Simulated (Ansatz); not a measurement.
# Cl3HSn: the cost of one run

Method: RKS B3LYP/def2-SVP, in Ansatz 0.2.0.

## Step 1: Starting point

Bond lengths: Sn1–Cl2 2.410 Å, Sn1–Cl3 2.410 Å, Sn1–H4 1.739 Å, Sn1–Cl5 2.408 Å. Angles: Cl2–Sn1–Cl3 109.4°, Cl2–Sn1–H4 109.5°, Cl2–Sn1–Cl5 109.5°, Cl3–Sn1–H4 109.5°, Cl3–Sn1–Cl5 109.5°, H4–Sn1–Cl5 109.5°.

Structure file:

```xyz
5

Sn    0.0000    0.0000    0.0000
Cl    0.0000    0.0000    2.4100
Cl    2.2726    0.0000   -0.8025
H    -0.8195    1.4198   -0.5794
Cl   -1.1351   -1.9666   -0.8025
```

## Step 2: Relaxing the start

Input file input.yaml:

```yaml
crystal:
  periodic: [false, false, false]
  atoms:
    - { symbol: Sn, position_ang: [0.0, 0.0, 0.0] }
    - { symbol: Cl, position_ang: [0.0, 0.0, 2.41] }
    - { symbol: Cl, position_ang: [2.2726, 0.0, -0.8025] }
    - { symbol: H, position_ang: [-0.8195, 1.4198, -0.5794] }
    - { symbol: Cl, position_ang: [-1.1351, -1.9666, -0.8025] }
basis:
  gaussian: { orbitals: def2-SVP }
hamiltonian:
  xc: b3lyp
relax:
  f_tol: 0.02
  max_steps: 40
output:
  orbitals: {}
```

Launch:

```
> ansatz run input.yaml --threads 1 --pin off --max-ram 2048MiB --backend cpu --events-out ev --progress --plain --runs-dir out
```

What time and memory should one allow on 1 thread of Arm Neoverse V2, shared host?

About 20 s, with a peak of 0.2 GiB.
